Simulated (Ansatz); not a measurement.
**HfB (quartet): wave-function methods side by side, def2-SVP**

The task here is to estimate one member of a computed series from the others.

The runs use Ansatz 0.2.0, Gaussian basis; def2-SVP, core rule «outside noble gas», up to 5 orbitals frozen.

Plan: UHF; CCSD(T) on ROHF; CCSD(T) on UHF; CISD; CCSDT(Q) on ROHF; CCSDT(Q) on UHF; CISDTQ; CCSDTQ on ROHF; CCSDTQ on UHF; Full CI.

10 further runs of the same task are left out: 7 for a known fault of the program, 3 set aside as unsound or not needed.

## The geometry

The geometry is a PBE0/def2-TZVP stationary point (not a proven minimum) of the parent state, kept for this charge and spin. No spin-orbit coupling is included. Elements past krypton take def2 core potentials.

2 atoms, charge 0, spin multiplicity 4.

Atoms are counted from 1 here; the program's logs count them from 0.

Bond lengths: Hf1–B2 2.166 Å.

Set-up of the first run:

in.yaml

```yaml
crystal:
  periodic: [false, false, false]
  atoms:
    - {symbol: Hf, position_ang: [0.000000, 0.000000, 0.000000]}
    - {symbol: B, position_ang: [0.000000, 0.000000, 2.166000]}
basis:
  gaussian: {orbitals: def2-SVP}
magnetization: {spin_polarized: true, initial_magnetization: 3}
hamiltonian: {xc: hf}
output: {orbitals: {seedname: orbitals}}
```

Command:

```bash
$ ansatz run in.yaml --threads 1 --pin off --events-out ev --progress --plain --max-ram 2764MiB --backend cpu
```

Steps of the session up to this table: UHF; CCSD(T) on ROHF; CCSD(T) on UHF; CISD; CCSDT(Q) on ROHF; CCSDT(Q) on UHF; CISDTQ; CCSDTQ on ROHF; CCSDTQ on UHF; Full CI.

One table of the session follows, with a row left open; its other results are not shown here.

```
   method  from FCI (meV)
     ROHF         +4242.8
      UHF         +4079.5
     RMP2         +1025.7
     UMP2         +1132.0
    RCCSD          +343.3
    UCCSD          +355.4
 RCCSD(T)           +80.8
 UCCSD(T)           +98.4
   RCCSDT           +23.8
   UCCSDT           +33.0
RCCSDT(Q)            +1.0
UCCSDT(Q)               ?
  RCCSDTQ            -2.5
  UCCSDTQ            +7.0
      FCI               0
```

**Question.** Estimate the row for UCCSDT(Q).

The run gave: from FCI (meV): +5.4. In the column «from FCI (meV)» it lies between RCCSDT(Q) (+1.0) and UCCSDTQ (+7.0).

Caveats from the session: RCCSDTQ falls below full CI, which methods that aren't variational can do. Levels on UHF freeze UHF's core orbitals, full CI those of ROHF, so the U rows can settle a little off it for that reason alone. Restricted and unrestricted rows rest on different reference determinants; where their highest levels disagree by more than a few hundredths of an eV, they describe different states and don't form one ladder.
